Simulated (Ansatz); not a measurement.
Runs of Ansatz 0.2.0 on K2CuBr2F2. It takes space group P4/mmm (No. 123, tetragonal). The conventional cell has a = 5.029 Å, b = 5.029 Å, c = 6.635 Å, α = 90.00°, β = 90.00°, γ = 90.00°. Br (site symmetry mmm) has 2 Cu at 2.51 Å as nearest neighbours. Cu (site symmetry 4/mmm) is surrounded by 4 Br at 2.51 Å. Around K (site symmetry mmm) lie 4 F at 2.51 Å. F (site symmetry 4/mmm) has 4 K at 2.51 Å as nearest neighbours. F (site symmetry 4/mmm) has 4 K at 2.51 Å as nearest neighbours. The cell comes from a database or a generator and needn't be the stable form of this composition.

```csv
task,level,cutoff (eV),smearing,broadening,gap on the mesh (eV),pressure (GPa)
optical spectrum,r2SCAN,500,gaussian 0.1 eV,0.1 eV,none,-
single point,PBEsol,420,gaussian 0.02 eV,-,none,(a)
single point,PBE,420,fermi-dirac 0.05 eV,-,none,0.9
single point,PBEsol+D4,420,gaussian 0.05 eV,-,none,-1.7
single point,PBE,420,gaussian 0.1 eV,-,none,0.9
```

Alike in all rows: potentials or basis Ansatz PAW; no spin polarisation; cell as given; k mesh 5 × 5 × 4.

Task: Estimate the missing entries.

Result: (a) -1.2.

Caveats: an odd number of electrons without spin polarisation forces a metal; a magnetic or distorted state may lie lower; the run has no spin polarisation, though such a crystal can be magnetic; semilocal functionals often make such compounds metallic where correlation or magnetic order opens a gap, which also shifts bond lengths; the PAW data sets come from PBE, with cores solved anew for the run's functional, which leaves a small shift of forces and pressure (some runs); pairwise dispersion overbinds metals, which lowers pressure and volume (some runs).

A k mesh can miss the band edges, and the runs leave out spin-orbit coupling on Br.

A gap of «none» marks a metal or a gap under the smearing width.

Not every run made on this cell is shown here.
